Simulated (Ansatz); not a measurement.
# C2H10SiSn: the cost of one run

Program: Ansatz 0.2.0. Level of theory: RKS PBE0-D4/def2-SVP. These are calculated values, not measurements.

## 1. The system as given

Bond lengths: C1–C2 1.473 Å, C2–Sn3 2.142 Å, Sn3–Si4 2.442 Å, C1–H5 1.074 Å, C1–H6 1.142 Å, C1–H7 1.155 Å, C2–H8 1.136 Å, C2–H9 1.152 Å, Sn3–H10 1.774 Å, Sn3–H11 1.772 Å, Si4–H12 1.446 Å, Si4–H13 1.586 Å, Si4–H14 1.445 Å. Angles (14 of 24 angles, heavy atoms first): C1–C2–Sn3 108.4°, C2–Sn3–Si4 110.6°, C1–C2–H8 113.4°, C1–C2–H9 108.0°, Sn3–C2–H8 108.8°, Sn3–C2–H9 110.8°, C2–C1–H5 114.8°, C2–C1–H6 111.0°, C2–C1–H7 108.8°, C2–Sn3–H10 108.4°, C2–Sn3–H11 108.6°, Si4–Sn3–H10 109.2°, Si4–Sn3–H11 111.6°, Sn3–Si4–H12 111.3°.

Structure file:

```xyz
14

C    -0.8245    1.1234    1.2792
C     0.5810    1.1038    0.8400
Sn    1.0086   -0.8309    0.0263
Si   -0.3707   -1.2612   -1.9419
H    -1.0724    0.3931    2.0260
H    -1.5331    1.0034    0.3916
H    -1.0710    2.1738    1.6902
H     0.8193    1.8913    0.0562
H     1.2446    1.3176    1.7576
H     2.7200   -0.8765   -0.4381
H     0.7440   -2.0467    1.2884
H    -0.1881   -0.2370   -2.9467
H    -1.8995   -1.1939   -1.5258
H    -0.1711   -2.5892   -2.4741
```

## 2. Relaxing end A

The input, input.yaml:

```yaml
crystal:
  periodic: [false, false, false]
  atoms:
    - { symbol: C, position_ang: [-0.8245, 1.1234, 1.2792] }
    - { symbol: C, position_ang: [0.581, 1.1038, 0.84] }
    - { symbol: Sn, position_ang: [1.0086, -0.8309, 0.0263] }
    - { symbol: Si, position_ang: [-0.3707, -1.2612, -1.9419] }
    - { symbol: H, position_ang: [-1.0724, 0.3931, 2.026] }
    - { symbol: H, position_ang: [-1.5331, 1.0034, 0.3916] }
    - { symbol: H, position_ang: [-1.071, 2.1738, 1.6902] }
    - { symbol: H, position_ang: [0.8193, 1.8913, 0.0562] }
    - { symbol: H, position_ang: [1.2446, 1.3176, 1.7576] }
    - { symbol: H, position_ang: [2.72, -0.8765, -0.4381] }
    - { symbol: H, position_ang: [0.744, -2.0467, 1.2884] }
    - { symbol: H, position_ang: [-0.1881, -0.237, -2.9467] }
    - { symbol: H, position_ang: [-1.8995, -1.1939, -1.5258] }
    - { symbol: H, position_ang: [-0.1711, -2.5892, -2.4741] }
basis:
  gaussian: { orbitals: def2-SVP }
hamiltonian:
  xc: pbe0
  dispersion: d4
relax:
  f_tol: 0.015
  max_steps: 40
```

Command:

```sh
> ansatz run input.yaml --threads 2 --pin off --max-ram 3072MiB --backend cpu --events-out ev --progress --plain --runs-dir out
```

Q: Estimate wall time and peak memory on 2 threads of Arm Neoverse V1, shared host.

About 47 s, with a peak of 0.31 GiB.
